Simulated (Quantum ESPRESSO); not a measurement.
Input of a Quantum ESPRESSO 7.5 run:

pw.in

```
&CONTROL
  calculation = 'vc-relax'
  prefix = 'pwscf'
  outdir = './tmp'
  pseudo_dir = './pseudo'
  tprnfor = .true.
  tstress = .true.
  disk_io = 'low'
  nstep = 40
  forc_conv_thr = 0.0004
  etot_conv_thr = 1d-05
/
&SYSTEM
  ibrav = 0
  nat = 5
  ntyp = 3
  ecutwfc = 55
  ecutrho = 440
  nbnd = 28
  occupations = 'fixed'
/
&ELECTRONS
  conv_thr = 1d-09
  electron_maxstep = 120
  mixing_beta = 0.5
/
&IONS
  ion_dynamics = 'bfgs'
/
&CELL
  cell_dynamics = 'bfgs'
  press = 0
  press_conv_thr = 0.3
/
ATOMIC_SPECIES
O     15.9990 O.pbe-n-kjpaw_psl.0.1.UPF
Sr    87.6200 Sr_pbe_v1.uspp.F.UPF
Ti    47.8670 ti_pbe_v1.4.uspp.F.UPF
CELL_PARAMETERS angstrom
   3.9050000000    0.0000000000    0.0000000000
   0.0000000000    3.9050000000    0.0000000000
   0.0000000000    0.0000000000    3.9050000000
ATOMIC_POSITIONS crystal
O      0.5000000000    0.0000000000    0.0000000000
O      0.0000000000    0.5000000000    0.0000000000
O      0.0000000000    0.0000000000    0.5000000000
Sr     0.5000000000    0.5000000000    0.5000000000
Ti     0.0000000000    0.0000000000    0.0000000000
K_POINTS automatic
9 9 9 0 0 0
```

Potentials or basis: SSSP 1.3 efficiency PBE.

Command:

```sh
$ OMP_NUM_THREADS=1 pw.x -in pw.in > pw.out
```

Question: Estimate the space group after relaxing (to 0.05 Å).

Answer: Pm-3m (No. 221).

Question: Predict the relaxed volume.

Answer: 12.19 Å³/atom.

Question: Estimate the band gap on the k mesh.

Answer: 1.87 eV, indirect (least direct gap 2.20 eV).

Question: Predict the relaxed cell.

Answer: a = 3.935 Å, b = 3.935 Å, c = 3.935 Å, α = 90.00°, β = 90.00°, γ = 90.00°.

Final structure:
```
CELL_PARAMETERS angstrom
3.93504 0.00000 0.00000
0.00000 3.93504 0.00000
0.00000 0.00000 3.93504
ATOMIC_POSITIONS crystal
O 0.50000 0.00000 0.00000
O 0.00000 0.50000 0.00000
O 0.00000 0.00000 0.50000
Sr 0.50000 0.50000 0.50000
Ti 0.00000 0.00000 0.00000
```

Caveat: an odd mesh through Γ misses points on the zone boundary, where band edges often lie.
